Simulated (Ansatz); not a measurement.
# C₂H₄BN: a ladder of functionals and wavefunction methods

An exercise on one series of results from a longer session: the logs are not shown, and one member is left open.

Program: Ansatz 0.2.0, Gaussian basis. Level of theory: functionals in def2-TZVPP, the program's frozen cores in correlated methods. These are calculated values, not measurements.

The runs, in order: LDA (SPW92), PBE-D4, revPBE-D4, BLYP-D4, r2SCAN-D4, B97M-V, PBE0-D4, B3LYP-D4, r2SCANh-D4, r2SCAN0-D4, HSE06-D4, BHLYP-D4, CAM-B3LYP-D4, LC-ωPBE, ωB97X-V, ωB97M-V, B2PLYP, PBE-QIDH; CCSD(T)/def2-SVP; CCSD(T)/def2-TZVPP; MP2/def2-QZVPP; extrapolation to the limit; RPA on PBE.

## The geometry

All runs share one geometry, relaxed beforehand with PBE0-D4 in a triple-zeta def2 set.

SMILES `CC1=NB1`, 8 atoms, charge 0, spin multiplicity 1.

Atoms are counted from 1 here; the program's logs count them from 0.

Bond lengths: C1–C2 1.470 Å, C1–H5 1.093 Å, C1–H6 1.091 Å, C1–H7 1.093 Å, C2–N3 1.306 Å, C2–B4 1.445 Å, N3–B4 1.426 Å, B4–H8 1.181 Å. Angles: C2–C1–H5 109.5°, C2–C1–H6 111.4°, C2–C1–H7 109.7°, H5–C1–H6 109.8°, H5–C1–H7 106.5°, H6–C1–H7 109.9°, C1–C2–N3 132.3°, C1–C2–B4 165.5°, N3–C2–B4 62.2°, C2–N3–B4 63.7°, C2–B4–N3 54.1°, C2–B4–H8 161.7°, N3–B4–H8 144.2°.

The first run:

Input file in.yaml:

```yaml
crystal:
  periodic: [false, false, false]
  atoms:
    - {symbol: C, position_ang: [0.261400, 1.131090, -0.182919]}
    - {symbol: C, position_ang: [-0.104032, -0.267639, 0.080841]}
    - {symbol: N, position_ang: [-1.044094, -0.808789, 0.808474]}
    - {symbol: B, position_ang: [-0.182518, -1.710073, 0.117347]}
    - {symbol: H, position_ang: [0.194892, 1.328612, -1.255844]}
    - {symbol: H, position_ang: [-0.385799, 1.821945, 0.360410]}
    - {symbol: H, position_ang: [1.303848, 1.298228, 0.098831]}
    - {symbol: H, position_ang: [0.048403, -2.850471, -0.082941]}
basis:
  gaussian: {orbitals: def2-TZVPP}
hamiltonian: {xc: lda}
output: {orbitals: {seedname: orbitals}}
```

Run with:

```bash
$ ansatz run in.yaml --threads 2 --pin off --events-out ev --progress --plain --max-ram 4352MiB
```

Steps of the session up to this table: LDA; PBE-D4 (GGA); revPBE-D4 (GGA); BLYP-D4 (GGA); r2SCAN-D4 (meta-GGA); B97M-V (meta-GGA); PBE0-D4 (hybrid); B3LYP-D4 (hybrid); r2SCANh-D4 (hybrid); r2SCAN0-D4 (hybrid); HSE06-D4 (hybrid); BHLYP-D4 (hybrid); CAM-B3LYP-D4 (range-separated); LC-ωPBE (range-separated); ωB97X-V (range-separated); ωB97M-V (range-separated); B2PLYP (double hybrid); PBE-QIDH (double hybrid).

One of the session's tables, all rows but one given; the rest of the session is left out.

It belongs to the step «Frontier levels by functional». 

| functional | HOMO (eV) | gap (eV) |
| --- | --- | --- |
| LDA (SPW92) | -5.94 | 3.88 |
| PBE-D4 | -5.79 | 3.99 |
| revPBE-D4 | -5.73 | 4.02 |
| BLYP-D4 | -5.70 | 4.05 |
| r2SCAN-D4 | -6.01 | 4.50 |
| B97M-V | -6.13 | 4.76 |
| PBE0-D4 | -7.16 | 6.59 |
| B3LYP-D4 | -6.96 | 6.13 |
| r2SCANh-D4 | -6.53 | 5.46 |
| r2SCAN0-D4 | -7.31 | 6.91 |
| HSE06-D4 | -6.76 | 5.79 |
| BHLYP-D4 | ? | ? |
| CAM-B3LYP-D4 | -8.61 | 9.29 |
| LC-ωPBE | -9.97 | 11.88 |
| ωB97X-V | -9.60 | 11.44 |
| ωB97M-V | -9.50 | 11.19 |

Q: Estimate the row for BHLYP-D4 from the others.

Worked estimate for «HOMO (eV)». Against the share of exact exchange, BLYP-D4 (0, -5.70), B3LYP-D4 (0.2, -6.96) give a slope of -6.30 per unit share; at 0.5 the line stands at -8.85.

**Answer.** HOMO (eV): -8.48; gap (eV): 9.21. In «HOMO (eV)» the line misses by -0.37.
